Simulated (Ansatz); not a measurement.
# C₂H₈GeSi: small, medium and large basis sets

The task here is to estimate one member of a computed series from the others.

Method: one geometry, several basis sets; program: Ansatz 0.2.0, Gaussian basis.

The runs, in order: PBE0-D4/def2-SVP; ωB97M-V/def2-SVP; PBE0-D4/def2-QZVPP; ωB97M-V/def2-QZVPP; the functionals' def2-TZVPP values are taken from earlier runs.

### Structure used throughout

An earlier PBE0-D4 in a triple-zeta def2 set relaxation fixed the geometry.

SMILES `[SiH3]/C=[CH]/[GeH3]`, 12 atoms, charge 0, spin multiplicity 1.

Atoms are counted from 1 here; the program's logs count them from 0.

Bond lengths: Si1–C2 1.863 Å, Si1–H5 1.487 Å, Si1–H6 1.488 Å, Si1–H7 1.488 Å, C2–C3 1.334 Å, C2–H8 1.091 Å, C3–Ge4 1.943 Å, C3–H9 1.090 Å, Ge4–H10 1.537 Å, Ge4–H11 1.539 Å, Ge4–H12 1.539 Å. Angles: C2–Si1–H5 108.8°, C2–Si1–H6 110.7°, C2–Si1–H7 110.7°, H5–Si1–H6 109.5°, H5–Si1–H7 109.5°, H6–Si1–H7 107.6°, Si1–C2–C3 123.2°, Si1–C2–H8 118.2°, C3–C2–H8 118.6°, C2–C3–Ge4 123.6°, C2–C3–H9 119.0°, Ge4–C3–H9 117.4°, C3–Ge4–H10 108.3°, C3–Ge4–H11 110.4°, C3–Ge4–H12 110.4°, H10–Ge4–H11 109.7°, H10–Ge4–H12 109.8°, H11–Ge4–H12 108.1°.

Set-up of the first run:

File in.yaml:

```yaml
crystal:
  periodic: [false, false, false]
  atoms:
    - {symbol: Si, position_ang: [-0.325708, 2.295287, 0.130359]}
    - {symbol: C, position_ang: [-0.294562, 0.497446, -0.358511]}
    - {symbol: C, position_ang: [0.301109, -0.447799, 0.371116]}
    - {symbol: Ge, position_ang: [0.340808, -2.325786, -0.127339]}
    - {symbol: H, position_ang: [0.402157, 2.455666, 1.416592]}
    - {symbol: H, position_ang: [0.320730, 3.136541, -0.913514]}
    - {symbol: H, position_ang: [-1.726020, 2.773661, 0.290128]}
    - {symbol: H, position_ang: [-0.788129, 0.206811, -1.287119]}
    - {symbol: H, position_ang: [0.796026, -0.164385, 1.299972]}
    - {symbol: H, position_ang: [-0.410573, -2.489058, -1.458525]}
    - {symbol: H, position_ang: [-0.331868, -3.184517, 0.958158]}
    - {symbol: H, position_ang: [1.793129, -2.808967, -0.287117]}
basis:
  gaussian: {orbitals: def2-SVP}
hamiltonian: {xc: pbe0, dispersion: d4}
output: {orbitals: {seedname: orbitals}}
```

Started as:

```
$ ansatz run in.yaml --threads 4 --pin off --events-out ev --progress --plain --max-ram 10444MiB
```

Steps of the session up to this table: PBE0-D4 in def2-SVP; ωB97M-V in def2-SVP; PBE0-D4 in def2-QZVPP; ωB97M-V in def2-QZVPP.

One of the session's tables, all rows but one given; the rest of the session is left out.

It belongs to the step «Density functionals: the series». 

```
functional       basis  HOMO (eV)
   PBE0-D4    def2-SVP      -7.97
   PBE0-D4  def2-TZVPP      -8.01
   PBE0-D4  def2-QZVPP      -8.01
   ωB97M-V    def2-SVP          ?
   ωB97M-V  def2-TZVPP     -10.19
   ωB97M-V  def2-QZVPP     -10.19
```

Estimate the missing values for ωB97M-V, def2-SVP.

**Answer.** HOMO (eV): -10.13. In the column «HOMO (eV)» it lies between ωB97M-V, def2-QZVPP (-10.19) and PBE0-D4, def2-TZVPP (-8.01).
